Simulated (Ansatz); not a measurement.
# BClH4O3 (built from SMILES O.OB(O)Cl): a reaction path by the nudged elastic band

Aim: the minimum-energy path between two given structures and its highest point. Both ends were relaxed at PBE0-D4 in triple zeta.

Program: Ansatz 0.2.0, Gaussian basis. Level of theory: PBE0-D4/def2-SVP. These are calculated values, not measurements.

23 further runs of the same task are left out: 1 that didn't finish, 22 set aside as unsound or not needed.

## (1) Where the work starts

The first end: 9 atoms, charge 0, spin multiplicity 1.

Atoms are counted from 1 here; the program's logs count them from 0.

Bond lengths: B1–Cl2 1.768 Å, B1–O3 1.352 Å, B1–O4 1.354 Å, O3–H7 0.960 Å, O4–H8 0.962 Å, H5–O6 0.959 Å, O6–H9 0.964 Å. Angles: Cl2–B1–O3 121.7°, Cl2–B1–O4 117.5°, O3–B1–O4 120.7°, B1–O3–H7 114.0°, B1–O4–H8 112.7°, H5–O6–H9 104.5°.

Geometry (Å):

```xyz
9
charge 0, multiplicity 1
B    -0.5215    0.0148   -0.9128
Cl    0.9720   -0.7568   -1.4617
O    -1.3396    0.6692   -1.7674
O    -0.8247   -0.0746    0.4041
H     2.1628   -0.6203    1.7730
O     1.5144   -0.1175    2.2700
H    -1.0319    0.6747   -2.6765
H    -1.6414    0.3821    0.6288
H     0.7099   -0.1717    1.7423
```

The second end:

| atom | x (Å) | y (Å) | z (Å) |
| --- | --- | --- | --- |
| B1 | -0.6291 | 0.2033 | 0.2408 |
| Cl2 | 2.4947 | -0.7376 | -1.4598 |
| O3 | -0.6882 | 0.4065 | -1.0989 |
| O4 | -1.6878 | 0.4895 | 1.0477 |
| H5 | 1.8737 | -0.6591 | -0.3157 |
| O6 | 0.5160 | -0.3034 | 0.8226 |
| H7 | 0.1182 | 0.1686 | -1.5700 |
| H8 | -2.4376 | 0.8360 | 0.5587 |
| H9 | 0.4402 | -0.4039 | 1.7744 |

## (2) The band at PBE0-D4/def2-SVP

Contents of neb/in.yaml:

```yaml
crystal:
  periodic: [false, false, false]
  atoms:
    - {symbol: B, position_ang: [-0.521457, 0.014791, -0.912763]}
    - {symbol: Cl, position_ang: [0.971981, -0.756791, -1.461674]}
    - {symbol: O, position_ang: [-1.339601, 0.669218, -1.767361]}
    - {symbol: O, position_ang: [-0.824679, -0.074638, 0.404098]}
    - {symbol: H, position_ang: [2.162761, -0.620255, 1.773046]}
    - {symbol: O, position_ang: [1.514401, -0.117452, 2.269987]}
    - {symbol: H, position_ang: [-1.031915, 0.674746, -2.676474]}
    - {symbol: H, position_ang: [-1.641368, 0.382116, 0.628756]}
    - {symbol: H, position_ang: [0.709876, -0.171737, 1.742285]}
basis:
  gaussian: {orbitals: def2-SVP}
hamiltonian: {xc: pbe0, dispersion: d4}
neb:
  images: 5
  climbing: true
  max_iterations: 40
  initial_path: idpp
  final_atoms:
    - {symbol: B, position_ang: [-0.629060, 0.203303, 0.240801]}
    - {symbol: Cl, position_ang: [2.494671, -0.737562, -1.459750]}
    - {symbol: O, position_ang: [-0.688245, 0.406548, -1.098874]}
    - {symbol: O, position_ang: [-1.687839, 0.489494, 1.047681]}
    - {symbol: H, position_ang: [1.873723, -0.659076, -0.315710]}
    - {symbol: O, position_ang: [0.515997, -0.303363, 0.822635]}
    - {symbol: H, position_ang: [0.118188, 0.168563, -1.570039]}
    - {symbol: H, position_ang: [-2.437606, 0.836008, 0.558706]}
    - {symbol: H, position_ang: [0.440170, -0.403916, 1.774449]}
```

The run is started by

```sh
> ansatz run in.yaml --threads 4 --pin off --events-out ev --progress --plain --max-ram 9574MiB
```

What does the calculation give? Wanted: from earlier runs: barrier over the separately found saddle, CCSD(T)/def2-TZVPP.

As calculated:

| quantity | value |
| --- | --- |
| PBE0-D4/def2-SVP, 20 iterations | highest 0.346 eV (image 3), last end -0.681 eV |
| from earlier runs: barrier over the separately found saddle, CCSD(T)/def2-TZVPP | 0.750 eV |

What this shows: The highest image lies 0.346 eV above the first end, and it climbed, so it estimates the saddle. The ends are not quite minima at this level (largest force component 0.24 eV/Å), so the heights are unreliable: relaxing the first end would lower it and raise the barrier above it. The highest image is 0.404 eV below the CCSD(T) barrier in triple zeta, which comes from separate runs on the saddle.
